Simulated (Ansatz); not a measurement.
Crystal: Rb3Ba.

```xyz
4
Lattice="0.0000 5.5144 5.5144 5.5144 0.0000 5.5144 5.5144 5.5144 0.0000" Properties=species:S:1:pos:R:3 pbc="T T T"
Ba    0.0000    0.0000    0.0000
Rb    5.5144    5.5144    5.5144
Rb    8.2716    8.2716    8.2716
Rb    2.7572    2.7572    2.7572
```

The cell comes from a database or a generator and needn't be the stable form of this composition.

Below is the output of Ansatz 0.2.0 for this cell. Logs are shortened: lines on timing, memory, paths and dates and some standing lists are left out, and cuts for length are marked.

```text
Warning: RAYON_NUM_THREADS=2 ignored (pool sized by the plan → 2); use --threads N
Engine: ansatz 0.2.0, aarch64-unknown-linux-gnu
Pseudopotentials: kind: paw
Pseudopotential: Ba, paw, valence charge 10, recommended cutoff 420 eV (normal), Ba.paw.azcp
Pseudopotential: Rb, paw, valence charge 9, recommended cutoff 420 eV (normal), Rb.paw.azcp
Functional definition: PBE
  parameter kappa = 0.804
  parameter beta = 0.06672455060314922
  exchange = pbe_x(kappa = kappa, mu = beta*pi^2/3)
  correlation = pbe_c(beta = beta)
Crystal: 4 atoms, lattice volume = 335.376 Å³
Basis set: ecut = 420 eV, 6567 PW (Γ), exchange–correlation on 108×108×108 points (8 copies of the dense FFT grid, shifted against one another)
Bands: 23, of which v1, the nominal top of the filled ones, is band 19 counted from 1 (18 counted from 0)
Symmetry: 48 space group operations
Space group: Fm-3m (ITA 225), of the structure as read, at distance tolerance 6.9e-5 Å
k-points: 8 of 64
Non-local potential: Ba, projectors of the file, l = 0: 3, l = 1: 2, l = 2: 2, l = 3: 2
Non-local potential: Rb, projectors of the file, l = 0: 3, l = 1: 2, l = 2: 2
PAW form: soft (Blöchl's): semilocal exchange-correlation on the pseudo side does not see the compensation charge
PAW one-centre angular grid: Ba, 194 points (default); XC on 64 Gauss nodes
PAW one-centre angular grid: Rb, 110 points (default); XC on 64 Gauss nodes
Initial density: superposition of atomic densities (neutral atoms: chi_scale 0, normalization atom), corrected by the library's trained network
Initial wavefunctions: pseudopotential atomic-orbital guess
Functional: x = pbe(κ = 0.804, μ = 0.2195149727645171), c = pbe(β = 0.06672455060314922)
SCF iter   1: F=—  HF=-15751.031213 eV  |F-HF|=—  |Δ(HF+E_count)|=         —  Δρ=7.91e-4  dr2=5.00e-3  ethr=1.77e-3  ⟨swp⟩=9.8  Hψ=1070  notcnv=0
preconditioner: auto → Kerker (q_TF=auto, 1.889 Å⁻¹)  [metal: Δε(μ)=0.047 eV  Ē_g=1.341 eV  σ=0.050 eV  W_gap=0.23  n_scr=26 (ndim 8)  ℏωp=4.5 eV  f_vac=0.000  D(μ)=6.78/eV (n_scr^D=50)]
SCF iter   2: F=—  HF=-15751.032808 eV  |F-HF|=—  |Δ(HF+E_count)|=   1.59e-3  Δρ=5.16e-4  dr2=2.41e-3  ethr=1.35e-5  ⟨swp⟩=2.6  Hψ=424  notcnv=0
SCF iter   3: F=—  HF=-15751.032835 eV  |F-HF|=—  |Δ(HF+E_count)|=   2.70e-5  Δρ=2.01e-4  dr2=2.47e-4  ethr=6.52e-6  ⟨swp⟩=2.0  Hψ=206  notcnv=0
SCF iter   4: F=—  HF=-15751.032797 eV  |F-HF|=—  |Δ(HF+E_count)|=   3.77e-5  Δρ=1.20e-4  dr2=3.75e-5  ethr=6.68e-7  ⟨swp⟩=2.0  Hψ=214  notcnv=0
SCF iter   5: F=—  HF=-15751.032757 eV  |F-HF|=—  |Δ(HF+E_count)|=   4.01e-5  Δρ=1.46e-5  dr2=2.18e-6  ethr=1.01e-7  ⟨swp⟩=2.1  Hψ=308  notcnv=0
SCF iter   6: F=—  HF=-15751.032757 eV  |F-HF|=—  |Δ(HF+E_count)|=   2.65e-7  Δρ=5.93e-6  dr2=4.79e-7  ethr=5.89e-9  ⟨swp⟩=3.1  Hψ=354  notcnv=0
SCF iter   7: F=-15751.032757 eV  HF=-15751.032757 eV  |F-HF|=3.80e-8  |Δ(HF+E_count)|=   1.51e-7  Δρ=2.06e-6  dr2=6.61e-8  ethr=2.70e-10  ⟨swp⟩=10.4  Hψ=1592  notcnv=0
SCF 1 converged in 7 iterations: F = -15751.032757 eV  dr2 = 6.61e-8
  greatest PAW one-centre occupation: 0.975 electrons in one spin orbital (limit 2), on the Rb atom at site 3 (counted from 0), in its partial waves of l = 0
SCF converged after 7 iterations
Free energy (F): -15751.032757 eV
Harris-Foulkes:  -15751.032757 eV  (|F-HF|=3.80e-8)
Internal energy: -15750.977978 eV  (E = F + TS)
E sigma→0 (E₀):  -15751.005368 eV
Entropy (-TS):   -0.054779 eV (-13.695 meV/atom)
Fermi energy:    2.654326 eV
--- Per-component energies (eV) ---
  E_band       = -455.743119
  E_kinetic    = 737.304576
  E_local      = -2523.328893  (includes V_loc(G=0)·N_el)
  E_nonlocal   = 577.748127
  E_hartree    = 718.462331
  E_xc         = -553.365878
  E_vxc        = -537.767016  (∫ρ·V_xc dr)
  E_paw        = -13079.790824  (= ΣΔE_a)
  E_vpaw       = -146.623213  (= ΣTr[D̂ρ^β])
  E_aug_tail   = -0.000004  (compensation charges beyond the density's cutoff)
  E_ewald      = -1628.007414
  E_smearing   = -0.054779  (= −TS)
  E_closure    = -0.000000  (closes the sum)
  Σ components = -15751.032757   (vs F -15751.032757, Δ=0.00e0)
--- Forces (eV/Å), atoms counted from 1 ---
  atom   1  Ba    -0.00000000     0.00000000    -0.00000000
  atom   2  Rb     0.00000000    -0.00000000    -0.00000000
  atom   3  Rb    -0.00000000     0.00000000    -0.00000000
  atom   4  Rb    -0.00000000    -0.00000000    -0.00000000
  max |Σ_I F_I| component: 6.94e-18 eV/Å
--- Stress (GPa, compression-positive) ---
        0.019562       0.000000       0.000000
        0.000000       0.019562      -0.000000
       -0.000000       0.000000       0.019562
  P = ⅓ Tr σ = 0.0196 GPa (0.196 kbar)
--- Band table (eV; the first three rows and the last of 8) ---
  k-point 0: bands = ["-27.4458", "-25.9327", "-25.8702", "-25.8695", "-12.5609", "-12.5609", "-12.5609", "-10.0374", "-10.0374", "-10.0374", "-9.9783", "-9.9783", "-9.9783", "-9.9465", "-9.9465", "-9.9465", "0.4604", "3.1365", "3.1365", "3.1893", "3.1893", "3.1893", "3.9223"]
  k-point 1: bands = ["-27.4458", "-25.9326", "-25.8702", "-25.8696", "-12.5610", "-12.5610", "-12.5610", "-10.0410", "-10.0410", "-10.0388", "-9.9734", "-9.9734", "-9.9672", "-9.9571", "-9.9478", "-9.9478", "0.7549", "2.6915", "3.1290", "3.1290", "3.3149", "3.3149", "3.3631"]
  k-point 2: bands = ["-27.4457", "-25.9325", "-25.8700", "-25.8699", "-12.5611", "-12.5611", "-12.5611", "-10.0442", "-10.0442", "-10.0377", "-9.9693", "-9.9685", "-9.9685", "-9.9570", "-9.9495", "-9.9495", "1.4201", "1.7573", "3.1096", "3.1096", "3.2564", "3.6151", "3.6151"]
  k-point 7: bands = ["-27.4457", "-25.9325", "-25.8700", "-25.8700", "-12.5614", "-12.5611", "-12.5611", "-10.0530", "-10.0390", "-10.0390", "-9.9801", "-9.9580", "-9.9579", "-9.9543", "-9.9543", "-9.9527", "1.9241", "2.2491", "2.2491", "2.2534", "3.4297", "3.6044", "3.6044"]
```

Q: Write the input and the command behind it.

A: Single point with PBE, no spin polarisation. The files as run (others can give the same):

input.yaml
```yaml
crystal:
  lattice:
    - [0.0, 5.51443, 5.51443]
    - [5.51443, 0.0, 5.51443]
    - [5.51443, 5.51443, 0.0]
  atoms:
    - { symbol: Ba, position: [0.0, 0.0, 0.0] }
    - { symbol: Rb, position: [0.5, 0.5, 0.5] }
    - { symbol: Rb, position: [0.75, 0.75, 0.75] }
    - { symbol: Rb, position: [0.25, 0.25, 0.25] }
hamiltonian:
  xc: pbe
  pseudopotentials: { kind: paw }
kpoints:
  mp_grid: { grid: [4, 4, 4] }
scf:
  occupations: { method: fermi_dirac, width: 0.05 }
output:
  forces: true
  stress: true
  eigenvalues: true
  write_density: true
  write_potential: true
  elf: true
  volumetric_format: npy
```

Potentials or basis: Ansatz PAW.
Launch:
```console
$ ansatz run input.yaml --threads 2 --pin off --max-ram 5120MiB --backend cpu --events-out ev --progress --plain --runs-dir out
```
